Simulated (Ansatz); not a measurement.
# LiTi2O4: the cost of one run

Computed, not measured: Ansatz 0.2.0, DFT, r2SCAN, no spin polarisation, plane waves, PAW.

## 1. The structure

Symmetry: Fd-3m, No. 227, cubic system. Conventional cell: a = 8.436 Å, b = 8.436 Å, c = 8.436 Å, α = 90.00°, β = 90.00°, γ = 90.00°. Li (site symmetry -43m) is surrounded by 4 O at 2.05 Å. Ti (site symmetry -3m) has 6 O at 1.99 Å as nearest neighbours. O (site symmetry 3m) has 3 Ti at 1.99 Å and 1 Li at 2.05 Å as nearest neighbours.

Coordinates:

```
Li Ti O
1.0
     0.00000    4.21804    4.21804
     4.21804    0.00000    4.21804
     4.21804    4.21804    0.00000
Li Ti O
2 4 8
Direct
  0.00000 0.00000 0.00000
  0.25000 0.25000 0.25000
  0.62500 0.62500 0.62500
  0.12500 0.62500 0.62500
  0.62500 0.62500 0.12500
  0.62500 0.12500 0.62500
  0.39000 0.39000 0.39000
  0.42000 0.86000 0.86000
  0.39000 0.39000 0.83000
  0.86000 0.42000 0.86000
  0.83000 0.39000 0.39000
  0.86000 0.86000 0.86000
  0.39000 0.83000 0.39000
  0.86000 0.86000 0.42000
```

It is a restart: the density comes from an earlier run on this cell.

## 2. The run

Input file input.yaml:

```yaml
crystal:
  lattice:
    - [0.0, 4.218035, 4.218035]
    - [4.218035, 0.0, 4.218035]
    - [4.218035, 4.218035, 0.0]
  atoms:
    - { symbol: Li, position: [0.0, 0.0, 0.0] }
    - { symbol: Li, position: [0.25, 0.25, 0.25] }
    - { symbol: Ti, position: [0.625, 0.625, 0.625] }
    - { symbol: Ti, position: [0.125, 0.625, 0.625] }
    - { symbol: Ti, position: [0.625, 0.625, 0.125] }
    - { symbol: Ti, position: [0.625, 0.125, 0.625] }
    - { symbol: O, position: [0.39, 0.39, 0.39] }
    - { symbol: O, position: [0.42, 0.86, 0.86] }
    - { symbol: O, position: [0.39, 0.39, 0.83] }
    - { symbol: O, position: [0.86, 0.42, 0.86] }
    - { symbol: O, position: [0.83, 0.39, 0.39] }
    - { symbol: O, position: [0.86, 0.86, 0.86] }
    - { symbol: O, position: [0.39, 0.83, 0.39] }
    - { symbol: O, position: [0.86, 0.86, 0.42] }
  symmetry: { tolerance: 0.0003 }
kpoints:
  mp_grid: { grid: [7, 7, 7], shift: [0, 0, 0] }
  band_path:
    path:
      - [0.0, 0.0, 0.0]
      - [0.5, 0.0, 0.5]
      - [0.625, 0.25, 0.625]
      - [0.375, 0.375, 0.75]
      - [0.0, 0.0, 0.0]
      - [0.5, 0.5, 0.5]
      - [0.5, 0.25, 0.75]
      - [0.5, 0.0, 0.5]
    npoints: 8
magnetization:
  spin_polarized: false
scf:
  occupations: { method: gaussian, width: 0.0477 }
  lower_state_search: "off"
  max_iter: 200
hamiltonian:
  pseudopotentials: { kind: paw }
  xc: r2scan
basis:
  ecutwfc: 500
  fft_grid_basis: typed
output:
  forces: true
  stress: true
  eigenvalues: true
  bader: true
  populations: true
  elf: true
  write_potential: true
  volumetric_format: npy
  dos:
    e_range: [-12, 8]
    de: 0.05
    projected: { site_lists: { Li: [Li], O: [O], Ti: [Ti] } }
checkpoint:
  read: saved_state
```

**Question.** How long does this run take on 1 thread of an x86-64 CPU, shared host, and how much memory does it need?

About 2.1 min, with a peak of 0.97 GiB.
